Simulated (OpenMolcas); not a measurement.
# Rh²⁺ among point charges: CASSCF and CASPT2 levels and susceptibility

How does a field of 8 point charges split the states of Rh²⁺, and what χT follows?

The numbers are computed with OpenMolcas 26.06 (state-averaged CASSCF and CASPT2, spin-orbit coupling by RASSI with atomic mean-field integrals), except any that are marked as measured or tabulated.

### 1 What is computed

| Quantity | Value |
| --- | --- |
| Species | Rh²⁺ (rhodium, Z = 45, 43 electrons) |
| Basis | ANO-RCC-VDZP [6s5p3d1f], 43 functions |
| Scalar Hamiltonian | DKH2, point nucleus |
| Inactive shells | 1s 2s 2p 3s 3p 3d 4s 4p |
| Active space | 7 electrons in 5 orbitals (4d) |
| Some configurations of this space | 4d7 |
| Orbitals | optimised for each spin and parity, averaged over all roots |

The outer shells:

4d7
```
4d [↑↓][↑↓][↑ ][↑ ][↑ ]
```

The ion sits among 8 point charges of -1.2 e arranged as a cube (Oh), 1.89 Å from the ion.

The work runs as a chain of OpenMolcas steps in one folder; each step below is one input file. Labels, J, g values, rates, χT and fits are worked out afterwards by a script from the matrices that RASSI stores. The input lists half of the charges; inversion (Group=XYZ) makes the rest.

### 2 One- and two-electron integrals

File a.inp:

```
&GATEWAY
Coord
1

Rh 0.0 0.0 0.0
Basis=ANO-RCC-VDZP
Group=XYZ
NoMove
AngMom=0.0 0.0 0.0
AMFI
XField
4 Angstrom 0
1.091192 1.091192 1.091192 -1.200000
1.091192 1.091192 -1.091192 -1.200000
1.091192 -1.091192 1.091192 -1.200000
1.091192 -1.091192 -1.091192 -1.200000
&SEWARD
```

On the command line:

```
> OMP_NUM_THREADS=1 MOLCAS_MEM=1689 MOLCAS_PROJECT=a pymolcas a.inp > a.log
```

### 3 Reference wave functions, quartets of even parity, 10 roots

File a.inp:

```
&RASSCF
FileOrb=start.orb
Symmetry=1
Spin=4
nActEl=7 0 0
Inactive=9 9
Ras2=5 0
CIRoot=10 10 1
SDav=10
CIMx=300
Iter=120 100
PrWF=0.3
OrbListing=Nothing
MaxOrb=0
>>> COPY $Project.JobIph JOB001
```

start.orb holds the contracted functions of the basis, ordered by shell, or the orbitals of the step before.

### 4 Reference wave functions, doublets of even parity, 40 roots

File a.inp:

```
&RASSCF
FileOrb=start.orb
Symmetry=1
Spin=2
nActEl=7 0 0
Inactive=9 9
Ras2=5 0
CIRoot=40 40 1
SDav=40
CIMx=300
Iter=120 100
PrWF=0.3
OrbListing=Nothing
MaxOrb=0
>>> COPY $Project.JobIph JOB002
```

### 5 State interaction with spin-orbit coupling

File a.inp:

```
&RASSI
NrOfJobIphs=2 10 40
1 2 3 4 5 6 7 8 9 10
1 2 3 4 5 6 7 8 9 10 11 12 13 14 15 16 17 18 19 20 21 22 23 24 25 26 27
28 29 30 31 32 33 34 35 36 37 38 39 40
IphNames
JOB001
JOB002
EJob
SpinOrbit
DIPRint=1.0
SOCoupling=1000.0
Subsets=2
Property=9
'ANGMOM' 1 'ANGMOM' 2 'ANGMOM' 3 'MLTPL  1' 1 'MLTPL  1' 2 'MLTPL  1' 3
'AMFI' 1 'AMFI' 2 'AMFI' 3
SOProperty=3
'ANGMOM' 1 'ANGMOM' 2 'ANGMOM' 3
```

### 6 CASPT2: IPEA 0.25, imaginary shift 0.1 (closed shells correlated: 4s 4p)

File a.inp:

```
>>> COPY JOB001 $Project.JobIph
&CASPT2
Multistate=10 1 2 3 4 5 6 7 8 9 10
NoMult
Frozen=8 6
IPEA=0.25
Imaginary=0.1
MaxIter=60
WThr=0.0 0.3 0.05
PrWF=0.5
NoMix
>>> COPY JOB002 $Project.JobIph
&CASPT2
Multistate=40 1 2 3 4 5 6 7 8 9 10 11 12 13 14 15 16 17 18 19 20 21 22
23 24 25 26 27 28 29 30 31 32 33 34 35 36 37 38 39 40
NoMult
Frozen=8 6
IPEA=0.25
Imaginary=0.1
MaxIter=60
WThr=0.0 0.3 0.05
PrWF=0.5
NoMix
```

(Steps that only read results are left out.)

**Question.** What will these runs give? Wanted: spin-free ground state; first state of the same spin within the active space; lowest level; next level.

**Answer**, as computed:

| quantity | value |
| --- | --- |
| method | SS-CASPT2, IPEA 0.25, imaginary shift 0.1 (closed shells correlated: 4s 4p) |
| spin-free ground state | 4A2, 1-fold in its orbital part |
| first state of the same spin within the active space | 4T2 at 8970 cm⁻¹ |
| lowest level | 4-fold Γ8 |
| next level | 8197.5 cm⁻¹ |
| χT at 300 K | 2.63 cm³ K/mol |
| effective moment at 300 K | 4.59 μB |

Cost by method:

| method | time of its own steps | time with the reference |
| --- | --- | --- |
| A. CASSCF | 16 s | 16 s |
| B. SS-CASPT2, IPEA 0.25, imaginary shift 0.1, +4s 4p | 5.4 s | 21 s |

Times are of one thread on a shared host.

In words: The spin-free ground state (4A2) comes to 100 % from free-ion F terms and keeps the highest spin of the shell. χT at 300 K is 2.63, against 1.88 cm³ K/mol for the spin alone, so orbital moment adds to it. A ligand-field fit to the states below 45000 cm-1 gives 10Dq = -9261 cm-1, B = 714 cm-1 and C = 3350 cm-1 (C/B = 4.69), with a deviation of 374 cm-1. CASPT2 does not keep the components of a term degenerate, and the means are used. The field of point charges can differ much from that of real complexes. With metal d orbitals alone active, the gaps between spin states are rough; where two lie within a few thousand cm-1, their order is open. This is an electrostatic model: the charges have no orbitals.
